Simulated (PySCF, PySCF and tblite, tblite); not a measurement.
# C₇H₁₃N: a path driven as pyramidal inversion, and NMR exchange

Aim: the barrier and rate of pyramidal inversion in C₇H₁₃N (`C=C1CCN(C)CC1`), and what it does to NMR lines.

Computed with tblite 0.8.0 (tight binding) and PySCF 2.14.0 (DFT, with response routines of our own); each step states its level. Atoms count from 0 throughout.

## 1. The starting structure

21 atoms, charge 0, multiplicity 1; geometry from: force field or distance geometry start.

Bonds of the start (Å): C0–C1 1.36, C0–H8 1.08, C0–H9 1.08, C1–C2 1.50, C1–C7 1.51, C2–C3 1.54, C2–H10 1.11, C2–H11 1.09, C3–H12 1.12, C3–H13 1.10, C3–N4 1.47, C5–H14 1.09, C5–H15 1.10, C5–H16 1.09, C6–C7 1.54, C6–H17 1.09, C6–H18 1.11, C7–H19 1.09, C7–H20 1.10, N4–C5 1.47, N4–C6 1.48.

## 2. GFN2-xTB relaxation, start minimum

What the job is given:

```
{"job": {"xc": "GFN2-xTB", "basis": "xTB", "kind": "relax"}, "charge": 0, "multiplicity": 1}
C      2.705600    -0.561800    -0.235400
C      1.386700    -0.248100    -0.294400
C      0.326600    -1.279900    -0.559200
C     -0.813500    -1.186000     0.471700
N     -1.371600     0.154700     0.699600
C     -2.196800     0.590600    -0.438000
C     -0.289500     1.119900     0.986900
C      0.869800     1.143100    -0.024900
H      3.054700    -1.574200    -0.408300
H      3.444800     0.193100    -0.015100
H     -0.089100    -1.104700    -1.569100
H      0.726900    -2.295100    -0.557400
H     -0.434600    -1.553600     1.454200
H     -1.610400    -1.891600     0.204300
H     -1.637900     0.681200    -1.371900
H     -2.646100     1.568000    -0.210900
H     -3.020800    -0.103100    -0.589500
H     -0.707000     2.121400     1.094500
H      0.118000     0.870900     1.985300
H      1.661000     1.799700     0.350600
H      0.514400     1.572600    -0.973500
```

The run is started by

```
$ OMP_NUM_THREADS=1 python ens_run.py task.json out
```

This one command runs the whole study; its stages follow in the order run.

What it wrote:

```text
step      E/eV     max force
  0    -667.21581    1.797
  1    -667.27003    1.527
  2    -667.29910    0.299
  3    -667.31483    0.398
  4    -667.33361    0.384
  5    -667.34107    0.203
  6    -667.34622    0.127
  7    -667.34855    0.164
  8    -667.34982    0.090
  9    -667.35037    0.070
 10    -667.35087    0.053
 11    -667.35143    0.092
 12    -667.35209    0.091
 13    -667.35268    0.056
 14    -667.35317    0.053
 15    -667.35359    0.053
 16    -667.35398    0.060
 17    -667.35433    0.046
 18    -667.35463    0.046
 19    -667.35493    0.039
 20    -667.35523    0.045
 21    -667.35552    0.034
 22    -667.35575    0.027
 23    -667.35597    0.032
 24    -667.35619    0.034
 25    -667.35643    0.032
 26    -667.35668    0.035
 27    -667.35698    0.050
 28    -667.35739    0.063
 29    -667.35789    0.064
 30    -667.35838    0.047
 31    -667.35876    0.047
 32    -667.35906    0.038
 33    -667.35938    0.040
 34    -667.35967    0.035
 35    -667.35986    0.030
 36    -667.35997    0.027
 37    -667.36007    0.022
 38    -667.36018    0.025
 39    -667.36028    0.021
 40    -667.36037    0.025
 41    -667.36045    0.027
 42    -667.36056    0.028
 43    -667.36070    0.033
 44    -667.36085    0.032
 45    -667.36101    0.030
 46    -667.36119    0.032
 47    -667.36139    0.035
 48    -667.36156    0.028
 49    -667.36168    0.019
 50    -667.36177    0.020
 51    -667.36184    0.018
 52    -667.36191    0.018
 53    -667.36195    0.011
 54    -667.36196    0.008
 55    -667.36197    0.007
 56    -667.36198    0.006
 57    -667.36199    0.004
 58    -667.36199    0.004
 59    -667.36199    0.004
 60    -667.36200    0.006
 61    -667.36200    0.005
 62    -667.36200    0.004
 63    -667.36201    0.004
 64    -667.36201    0.003
 65    -667.36201    0.003
 66    -667.36201    0.002
```

It took 0.46 s on 1 thread of Arm Neoverse V1, shared host.

Relaxing gained 0.146 eV and moved the atoms by 0.10 Å on average (rms).

## 3. Relaxed scan, inversion

What the job is given:

```
{"job": {"xc": "GFN2-xTB", "basis": "xTB", "coordinate": [["t", [6, 3, 5, 4], 0.3333333333333333], ["t", [3, 5, 6, 4], 0.3333333333333333], ["t", [5, 6, 3, 4], 0.3333333333333333]], "kind": "drive"}, "charge": 0, "multiplicity": 1}
C      2.666370    -0.578506    -0.111679
C      1.396836    -0.251135    -0.291061
C      0.325245    -1.244532    -0.623760
C     -0.774916    -1.173902     0.456611
N     -1.314196     0.154166     0.650081
C     -2.206359     0.589436    -0.401375
C     -0.260881     1.095731     0.959937
C      0.864530     1.136088    -0.095762
H      3.015031    -1.590182    -0.234601
H      3.410170     0.154379     0.152532
H     -0.114865    -1.004387    -1.595633
H      0.729611    -2.255932    -0.672511
H     -0.347754    -1.496145     1.411837
H     -1.594317    -1.850556     0.203088
H     -1.729816     0.699296    -1.386132
H     -2.634282     1.551226    -0.119815
H     -3.016654    -0.133414    -0.492767
H     -0.702261     2.088288     1.076593
H      0.172015     0.798330     1.920636
H      1.652038     1.815871     0.230742
H      0.455535     1.512823    -1.037432
```

What it wrote:

```text
point  coordinate     E/eV
  0    -23.300     -667.32547
  1    -16.400     -667.23842
  2     -8.700     -667.14578
  3     -0.600     -667.08748
  4      7.700     -667.08245
  5     15.600     -667.12650
  6     22.900     -667.19024
  7     29.300     -667.22186
```

It took 1.9 s on 1 thread of Arm Neoverse V1, shared host.

The highest point is number 4, 5.6 kcal/mol above the first.

## 4. Nudged elastic band, leg 1

Changed since step 3:

```diff
@@ -1,2 +1,2 @@
-{"job": {"xc": "GFN2-xTB", "basis": "xTB", "coordinate": [["t", [6, 3, 5, 4], 0.3333333333333333], ["t", [3, 5, 6, 4], 0.3333333333333333], ["t", [5, 6, 3, 4], 0.3333333333333333]], "kind": "drive"}, "charge": 0, "multiplicity": 1}
+{"job": {"xc": "GFN2-xTB", "basis": "xTB", "kind": "neb"}, "charge": 0, "multiplicity": 1}
 C      2.666370    -0.578506    -0.111679
```

What it wrote:

```text
image   E - E0 / eV
  0       0.0000
  1       0.0942
  2       0.2845
  3       0.1745
  4       0.1274
  5       0.0458
  6       0.0027
```

It took 1.7 s on 1 thread of Arm Neoverse V1, shared host; peak memory 0.19 GiB.

The highest point is number 2, 6.6 kcal/mol above the first.

## 5. Saddle search, leg 1

What the job is given:

```
{"job": {"xc": "GFN2-xTB", "basis": "xTB", "kind": "saddle"}, "charge": 0, "multiplicity": 1}
C      2.781627    -0.643408     0.061148
C      1.537704    -0.296702    -0.228881
C      0.495151    -1.285567    -0.661913
C     -0.766118    -1.130665     0.210383
N     -1.206453     0.228557     0.199637
C     -2.534146     0.611286    -0.167135
C     -0.247467     1.153759     0.716380
C      1.038555     1.115174    -0.132085
H      3.121596    -1.662744    -0.016675
H      3.515519     0.081300     0.371674
H      0.219326    -1.086886    -1.700624
H      0.878846    -2.304346    -0.593456
H     -0.518312    -1.444857     1.240196
H     -1.559928    -1.779613    -0.162896
H     -2.623455     0.867984    -1.235565
H     -2.848892     1.480080     0.414509
H     -3.232604    -0.201411     0.042866
H     -0.668189     2.160507     0.712013
H      0.015418     0.890879     1.757033
H      1.798714     1.762787     0.307583
H      0.803107     1.483884    -1.134192
```

What it wrote:

```text
step      E/eV     max force
  0    -667.07754   0.0463
  1    -667.08216   0.0769
  2    -667.08374   0.1643
  3    -667.08350   0.0147
  4    -667.08409   0.0474
  5    -667.08391   0.0070
  6    -667.08413   0.0099
  7    -667.08414   0.0014
  8    -666.97903   1.4207
  9    -667.08687   0.3288
 10    -667.09123   0.0450
 11    -667.09113   0.0379
 12    -667.09158   0.0429
 13    -667.09174   0.1459
 14    -667.09309   0.0296
 15    -667.09434   0.0881
 16    -667.09378   0.0161
 17    -667.09457   0.0307
 18    -667.09523   0.0361
 19    -667.09587   0.0208
 20    -667.09652   0.0465
 21    -667.09619   0.0101
 22    -667.09657   0.0158
 23    -667.09691   0.0194
 24    -667.09721   0.0122
 25    -667.09752   0.0283
 26    -667.09775   0.0351
 27    -667.09792   0.0310
 28    -667.09801   0.0150
 29    -667.09807   0.0120
 30    -667.09808   0.0040
 31    -667.09809   0.0022
lowest wavenumbers (cm-1): -226.1 65.7 98.7 163.4 257.8 376.6
```

Wall time 11 s (1 thread of Arm Neoverse V1, shared host); peak memory 0.19 GiB.

Point group C1; 1 imaginary mode, 226i cm⁻¹, carried by N4, C5, H14, H16. Steps downhill from it reached both ends.

## 6. Shieldings, start: PBE0/pcSseg-1

What the job is given:

```
{"job": {"kind": "nmr", "xc": "PBE0", "basis": "pcSseg-1", "pop": false}, "charge": 0, "multiplicity": 1}
C      2.666370    -0.578506    -0.111679
C      1.396836    -0.251135    -0.291061
C      0.325245    -1.244532    -0.623760
C     -0.774916    -1.173902     0.456611
N     -1.314196     0.154166     0.650081
C     -2.206359     0.589436    -0.401375
C     -0.260881     1.095731     0.959937
C      0.864530     1.136088    -0.095762
H      3.015031    -1.590182    -0.234601
H      3.410170     0.154379     0.152532
H     -0.114865    -1.004387    -1.595633
H      0.729611    -2.255932    -0.672511
H     -0.347754    -1.496145     1.411837
H     -1.594317    -1.850556     0.203088
H     -1.729816     0.699296    -1.386132
H     -2.634282     1.551226    -0.119815
H     -3.016654    -0.133414    -0.492767
H     -0.702261     2.088288     1.076593
H      0.172015     0.798330     1.920636
H      1.652038     1.815871     0.230742
H      0.455535     1.512823    -1.037432
```

What it wrote:

```text
coarse grid: 16728 points
cycle   1  E = -328.7540737941  dE =  1.005e+00  |g| = 4.133e-01  |ddm| = 4.023e+00
cycle   2  E = -328.7574276107  dE = -3.354e-03  |g| = 4.115e-01  |ddm| = 8.999e-01
cycle   3  E = -328.8020806608  dE = -4.465e-02  |g| = 5.155e-02  |ddm| = 4.704e-01
cycle   4  E = -328.8024999785  dE = -4.193e-04  |g| = 2.364e-02  |ddm| = 6.493e-02
cycle   5  E = -328.8026019145  dE = -1.019e-04  |g| = 8.781e-03  |ddm| = 2.969e-02
cycle   6  E = -328.8026190757  dE = -1.716e-05  |g| = 1.847e-03  |ddm| = 9.067e-03
cycle   7  E = -328.8026198470  dE = -7.713e-07  |g| = 5.343e-04  |ddm| = 1.793e-03
final grid: 159288 points
cycle   8  E = -328.8525190426  dE = -7.274e-05  |g| = 1.027e-02  |ddm| = 5.097e-02
cycle   9  E = -328.8525060639  dE =  1.298e-05  |g| = 1.258e-02  |ddm| = 2.226e-02
cycle  10  E = -328.8525459845  dE = -3.992e-05  |g| = 2.124e-03  |ddm| = 1.316e-02
cycle  11  E = -328.8525470473  dE = -1.063e-06  |g| = 3.939e-04  |ddm| = 2.049e-03
cycle  12  E = -328.8525470843  dE = -3.701e-08  |g| = 8.492e-05  |ddm| = 3.804e-04
cycle  13  E = -328.8525470856  dE = -1.236e-09  |g| = 4.362e-05  |ddm| = 1.162e-04
cycle  14  E = -328.8525470860  dE = -4.070e-10  |g| = 5.231e-06  |ddm| = 4.637e-05
converged SCF energy = -328.8525470860

GIAO shielding tensors (ppm)
atom      isotropic    diamagn.    paramagn.     s11        s22        s33       span
  0 C       75.710     250.589    -174.880    -22.708    107.488    142.349    165.057
  1 C       29.481     262.222    -232.741    -95.412     17.806    166.050    261.461
  2 C      154.447     247.878     -93.431    142.223    142.876    178.242     36.020
  3 C      127.912     246.185    -118.273    107.688    120.112    155.936     48.249
  4 N      227.229     323.855     -96.626    192.122    238.443    251.122     59.000
  5 C      145.778     246.781    -101.003    115.360    136.079    185.894     70.534
  6 C      127.900     246.186    -118.287    107.680    120.081    155.937     48.257
  7 C      154.429     247.869     -93.439    142.209    142.867    178.213     36.004
  8 H       26.777      30.749      -3.972     23.694     25.341     31.296      7.602
  9 H       26.777      30.748      -3.971     23.694     25.341     31.296      7.602
 10 H       29.105      30.964      -1.860     25.395     28.613     33.305      7.910
 11 H       30.098      32.103      -2.005     25.837     28.781     35.675      9.837
 12 H       28.785      31.078      -2.293     23.627     28.270     34.459     10.832
 13 H       28.752      31.037      -2.285     23.775     28.141     34.340     10.565
 14 H       28.636      30.753      -2.116     24.432     27.437     34.040      9.608
 15 H       29.350      29.419      -0.069     25.242     26.695     36.112     10.870
 16 H       29.349      29.417      -0.068     25.240     26.692     36.114     10.874
 17 H       28.752      31.036      -2.284     23.774     28.141     34.339     10.565
 18 H       28.785      31.077      -2.292     23.626     28.270     34.458     10.832
 19 H       30.097      32.100      -2.003     25.838     28.781     35.673      9.835
 20 H       29.105      30.960      -1.855     25.397     28.612     33.305      7.908
```

Wall time 31 s (1 thread of Arm Neoverse V1, shared host); peak memory 0.91 GiB.

In short: HOMO -5.81 eV, LUMO 0.50 eV; dipole 0.69 D.

## 7. Shieldings, saddle of leg 1: PBE0/pcSseg-1

What the job is given:

```
{"job": {"kind": "nmr", "xc": "PBE0", "basis": "pcSseg-1", "pop": false}, "charge": 0, "multiplicity": 1}
C      2.740514    -0.651614     0.137157
C      1.531926    -0.276713    -0.250181
C      0.494531    -1.232110    -0.757652
C     -0.745548    -1.145641     0.158268
N     -1.198013     0.207289     0.258181
C     -2.520093     0.580399    -0.135130
C     -0.231477     1.132523     0.757612
C      1.028359     1.130384    -0.136473
H      3.067152    -1.675880     0.070033
H      3.457733     0.052637     0.524406
H      0.197720    -0.947692    -1.770345
H      0.877321    -2.252878    -0.778093
H     -0.467393    -1.534663     1.152147
H     -1.549902    -1.767593    -0.237945
H     -2.779041     0.143012    -1.105872
H     -2.582449     1.663688    -0.227712
H     -3.280419     0.257800     0.594029
H     -0.664630     2.133621     0.791840
H      0.075115     0.856459     1.781055
H      1.789987     1.786886     0.285307
H      0.751549     1.502683    -1.126004
```

What it wrote:

```text
coarse grid: 16728 points
cycle   1  E = -328.7488334596  dE =  1.037e+00  |g| = 4.092e-01  |ddm| = 4.043e+00
cycle   2  E = -328.7461022309  dE =  2.731e-03  |g| = 4.397e-01  |ddm| = 9.126e-01
cycle   3  E = -328.7964220376  dE = -5.032e-02  |g| = 5.449e-02  |ddm| = 5.164e-01
cycle   4  E = -328.7967927018  dE = -3.707e-04  |g| = 3.295e-02  |ddm| = 7.993e-02
cycle   5  E = -328.7970217395  dE = -2.290e-04  |g| = 7.269e-03  |ddm| = 3.568e-02
cycle   6  E = -328.7970332681  dE = -1.153e-05  |g| = 3.009e-03  |ddm| = 8.097e-03
cycle   7  E = -328.7970353321  dE = -2.064e-06  |g| = 3.913e-04  |ddm| = 2.659e-03
final grid: 159288 points
cycle   8  E = -328.8455543437  dE = -5.383e-05  |g| = 9.255e-03  |ddm| = 3.572e-02
cycle   9  E = -328.8455446538  dE =  9.690e-06  |g| = 1.118e-02  |ddm| = 2.099e-02
cycle  10  E = -328.8455765528  dE = -3.190e-05  |g| = 1.886e-03  |ddm| = 1.253e-02
cycle  11  E = -328.8455773762  dE = -8.234e-07  |g| = 2.968e-04  |ddm| = 1.789e-03
cycle  12  E = -328.8455773961  dE = -1.989e-08  |g| = 9.933e-05  |ddm| = 3.050e-04
cycle  13  E = -328.8455773981  dE = -1.930e-09  |g| = 3.732e-05  |ddm| = 1.172e-04
cycle  14  E = -328.8455773984  dE = -2.892e-10  |g| = 4.686e-06  |ddm| = 3.931e-05
converged SCF energy = -328.8455773984

GIAO shielding tensors (ppm)
atom      isotropic    diamagn.    paramagn.     s11        s22        s33       span
  0 C       74.963     250.564    -175.601    -22.816    105.162    142.543    165.359
  1 C       29.208     262.646    -233.437    -96.175     16.030    167.770    263.945
  2 C      146.565     246.285     -99.720    140.922    145.077    153.697     12.774
  3 C      131.677     245.085    -113.409    114.137    123.026    157.867     43.729
  4 N      246.673     332.594     -85.922    190.746    250.074    299.197    108.451
  5 C      142.022     241.523     -99.501    109.387    128.619    188.059     78.673
  6 C      128.447     245.036    -116.589    112.992    115.167    157.182     44.190
  7 C      144.990     246.403    -101.413    139.938    144.991    150.040     10.101
  8 H       26.770      30.797      -4.027     23.753     25.268     31.290      7.537
  9 H       26.779      30.799      -4.020     23.755     25.264     31.318      7.563
 10 H       29.679      30.708      -1.029     26.518     27.818     34.701      8.183
 11 H       29.902      31.824      -1.922     25.807     28.432     35.468      9.660
 12 H       29.056      30.838      -1.782     23.733     28.618     34.817     11.084
 13 H       28.809      31.132      -2.323     23.941     28.590     33.897      9.956
 14 H       28.654      29.200      -0.545     23.625     26.667     35.671     12.046
 15 H       29.206      29.220      -0.015     25.108     27.051     35.457     10.349
 16 H       28.403      27.537       0.866     23.147     25.724     36.339     13.192
 17 H       28.793      31.312      -2.518     24.046     28.650     33.684      9.637
 18 H       28.890      30.835      -1.945     23.480     28.476     34.715     11.234
 19 H       29.881      31.894      -2.013     25.861     28.436     35.345      9.484
 20 H       29.737      30.768      -1.031     26.728     27.824     34.659      7.931
```

Run time: 39 s. Hardware: 1 thread of Arm Neoverse V1, shared host; peak memory 0.93 GiB.

This run: HOMO -5.34 eV, LUMO 0.55 eV; dipole 1.01 D.

The fields below are evaluated on a grid from the run's orbitals.

Frontier orbitals at PBE0/pcSseg-1, with the share of their density that lies nearest to each atom:

| orbital | energy (eV) | lies on |
| --- | --- | --- |
| HOMO | -5.34 | N4 55 %; H16 7 % |
| LUMO | 0.55 | C0, C1 about 24 % each; H8, H9 about 7 % each |

ELF in a plane through or near 8 of the atoms.

Ten even steps from '0' (0.00) to '9' (1.00):
```
0000000000000000000000000000
0000000000000000000000000000
0000000000000000000000000000
0000000000210003640000000000
0000000006972039996000000000
0000011006982059996000000000
0000799501553537980022000000
0003999920124761520143000000
0002999952333526731342100000
0000267358751036367589850000
0000157358751036367699982000
0002899953332525731489971000
0003999920124743520036520000
0000899700453548982000000000
0000011005983049998000000000
0000000005982029997000000000
0000000000220002540000000000
0000000000000000000000000000
0000000000000000000000000000
0000000000000000000000000000
```
The map spans 11.9 Å across and 9.5 Å up, centred on the molecule. Atoms in the plane (x, y in Å): C3 (0.5, -1.2), N4 (1.2, 0.0), C6 (0.5, 1.2), H8 (-3.4, -0.9), H9 (-3.4, 0.9), H13 (1.1, -2.0), H16 (3.3, -0.3), H17 (1.1, 2.1).

On the surface of density 0.002 e/bohr³ the electrostatic potential runs, from the 1st to the 99th percentile, from -0.81 V near C0 to 0.71 V near H15.

## 8. Shieldings, end: PBE0/pcSseg-1

What the job is given:

```
{"job": {"kind": "nmr", "xc": "PBE0", "basis": "pcSseg-1", "pop": false}, "charge": 0, "multiplicity": 1}
C      2.695488    -0.745943     0.363207
C      1.575725    -0.316776    -0.192514
C      0.575634    -1.213442    -0.856964
C     -0.790914    -1.028132    -0.192687
N     -1.196058     0.362870    -0.263816
C     -2.553546     0.551750     0.195433
C     -0.261308     1.202779     0.460595
C      1.128957     1.113515    -0.173462
H      2.977953    -1.785294     0.345003
H      3.383678    -0.073937     0.848183
H      0.486342    -0.935845    -1.909963
H      0.880245    -2.258696    -0.793717
H     -0.736510    -1.380877     0.855019
H     -1.538764    -1.630920    -0.714816
H     -3.223731    -0.057583    -0.409745
H     -2.829672     1.598267     0.071931
H     -2.689496     0.276324     1.254197
H     -0.620742     2.234299     0.415370
H     -0.195098     0.908791     1.525622
H      1.830156     1.738116     0.381102
H      1.063161     1.483724    -1.199349
```

What it wrote:

```text
coarse grid: 16728 points
cycle   1  E = -328.7614786304  dE =  1.008e+00  |g| = 4.066e-01  |ddm| = 4.038e+00
cycle   2  E = -328.7625670123  dE = -1.088e-03  |g| = 4.162e-01  |ddm| = 8.734e-01
cycle   3  E = -328.8079772707  dE = -4.541e-02  |g| = 5.892e-02  |ddm| = 4.807e-01
cycle   4  E = -328.8084552383  dE = -4.780e-04  |g| = 3.265e-02  |ddm| = 7.677e-02
cycle   5  E = -328.8086765109  dE = -2.213e-04  |g| = 7.560e-03  |ddm| = 3.364e-02
cycle   6  E = -328.8086884761  dE = -1.197e-05  |g| = 3.201e-03  |ddm| = 8.827e-03
cycle   7  E = -328.8086908640  dE = -2.388e-06  |g| = 4.769e-04  |ddm| = 2.858e-03
final grid: 159288 points
cycle   8  E = -328.8570592634  dE = -5.045e-05  |g| = 9.510e-03  |ddm| = 3.650e-02
cycle   9  E = -328.8570482077  dE =  1.106e-05  |g| = 1.163e-02  |ddm| = 2.097e-02
cycle  10  E = -328.8570826130  dE = -3.441e-05  |g| = 2.002e-03  |ddm| = 1.250e-02
cycle  11  E = -328.8570835597  dE = -9.467e-07  |g| = 2.479e-04  |ddm| = 1.788e-03
cycle  12  E = -328.8570835732  dE = -1.346e-08  |g| = 9.352e-05  |ddm| = 2.791e-04
cycle  13  E = -328.8570835750  dE = -1.790e-09  |g| = 3.253e-05  |ddm| = 1.076e-04
cycle  14  E = -328.8570835752  dE = -2.215e-10  |g| = 5.977e-06  |ddm| = 3.629e-05
converged SCF energy = -328.8570835752

GIAO shielding tensors (ppm)
atom      isotropic    diamagn.    paramagn.     s11        s22        s33       span
  0 C       73.845     250.517    -176.672    -24.007    102.302    143.240    167.246
  1 C       30.588     262.672    -232.084    -94.832     17.686    168.910    263.743
  2 C      147.161     245.232     -98.071    141.317    144.849    155.318     14.001
  3 C      125.969     248.467    -122.497    103.554    116.891    157.463     53.909
  4 N      208.184     323.750    -115.566    194.120    212.612    217.821     23.701
  5 C      138.743     244.883    -106.140    113.655    116.247    186.327     72.672
  6 C      125.956     248.466    -122.509    103.476    116.887    157.506     54.031
  7 C      147.168     245.229     -98.060    141.287    144.825    155.393     14.106
  8 H       26.741      30.627      -3.886     23.657     25.262     31.304      7.648
  9 H       26.740      30.626      -3.886     23.657     25.260     31.304      7.646
 10 H       29.328      29.939      -0.611     26.310     27.132     34.541      8.232
 11 H       29.640      31.441      -1.801     25.484     28.288     35.149      9.665
 12 H       29.932      32.187      -2.255     25.722     29.635     34.439      8.718
 13 H       28.930      31.702      -2.771     24.200     28.414     34.177      9.977
 14 H       29.238      29.126       0.111     24.927     26.632     36.154     11.227
 15 H       29.236      29.126       0.110     24.923     26.631     36.152     11.229
 16 H       29.780      29.145       0.635     26.442     26.875     36.024      9.582
 17 H       28.930      31.699      -2.769     24.203     28.413     34.174      9.971
 18 H       29.931      32.185      -2.254     25.721     29.633     34.439      8.717
 19 H       29.641      31.438      -1.797     25.486     28.289     35.148      9.662
 20 H       29.327      29.934      -0.607     26.305     27.134     34.543      8.239
```

Wall time 29 s (1 thread of Arm Neoverse V1, shared host); peak memory 0.92 GiB.

Key values: HOMO -6.25 eV, LUMO 0.51 eV; dipole 0.73 D.

[end of part 1 of 2]
